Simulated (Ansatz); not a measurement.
# Au: the cost of one run

All numbers are computed with Ansatz 0.2.0, driven from Python. The levels of theory stand in the script.

This is Au in the hcp structure; at room conditions it is fcc.

**1. The structure**

The structure is hexagonal, space group P6_3/mmc (No. 194). The conventional cell has a = 2.900 Å, b = 2.900 Å, c = 4.880 Å, α = 90.00°, β = 90.00°, γ = 120.00°. Au (site symmetry -6m2) has 12 Au at 2.90 to 2.96 Å in its first shell of neighbours.

The script reads au.xyz:

```xyz
2
Lattice="2.9 0.0 0.0 -1.45 2.51147367 0.0 0.0 0.0 4.88" Properties=species:S:1:pos:R:3 pbc="T T T"
Au   -0.00000000    1.67431578    3.66000000
Au    1.45000000    0.83715789    1.22000000
```

**2. The code**

Contents of au.py:

```python
import ansatz as az
import numpy as np

def edges_and_angles(cell):
    cell = np.asarray(cell)
    a, b, c = np.linalg.norm(cell, axis=1)
    cosines = cell[1] @ cell[2] / (b * c), cell[0] @ cell[2] / (a * c), cell[0] @ cell[1] / (a * b)
    return (a, b, c, *np.degrees(np.arccos(cosines)))

xtal = az.Crystal.from_extxyz("au.xyz")

setup = (
    xtal.calculation()
    .basis(24 * az.Ha)
    .accuracy("medium")
    .kpoints(spacing=0.32)
    .occupations("Marzari-Vanderbilt")
    .scf(tolerance=1e-06, lower_state_search="light")
    .relax(cell=True, force_tolerance=0.05)
)

levels = [("pbesol", "none"), ("blyp", "d3bj"), ("pbesol", "d3bj")]
print("level            a       b       c    alpha   beta  gamma  V/atom  steps")
for name, dispersion in levels:
    seen = []
    run = setup.functional(name, dispersion=dispersion).session().plan()
    outcome = run.execute(on_event=lambda e: seen.append(e) if e["event"] == "relax_step" else None)
    cell = outcome.lattice.cell_ang
    label = name if dispersion == "none" else f"{name}+{dispersion}"
    print("{:13s} {:7.4f} {:7.4f} {:7.4f} {:6.2f} {:6.2f} {:6.2f}".format(label, *edges_and_angles(cell)), f"{abs(np.linalg.det(cell)) / len(outcome.lattice.sites):7.3f} {len(seen):5d}")
```

**3. What the engine is handed**

The package turns the script's settings into the engine's input (first run):

```yaml
crystal:
  lattice:
    - [2.9, 0.0, 0.0]
    - [-1.45, 2.51147367, 0.0]
    - [0.0, 0.0, 4.88]
  atoms:
    - { symbol: Au, position: [0.3333333333333333, 0.6666666666666666, 0.75] }
    - { symbol: Au, position: [0.6666666666666666, 0.3333333333333333, 0.25] }
accuracy: medium
basis:
  ecutwfc: 653.073269903712
kpoints:
  mp_grid:
    kspacing: 0.32
hamiltonian:
  xc: pbesol
  dispersion: none
scf:
  convergence:
    dr2_threshold: 1.0e-06
  lower_state_search: light
  occupations:
    method: cold
relax:
  f_tol: 0.05
  cell: {}
```

**4. Launch**

On the command line:

```bash
$ python au.py
```

What time and memory should one allow on 1 thread of Arm Neoverse V1, shared host?

About 33 s, with a peak of 0.43 GiB.
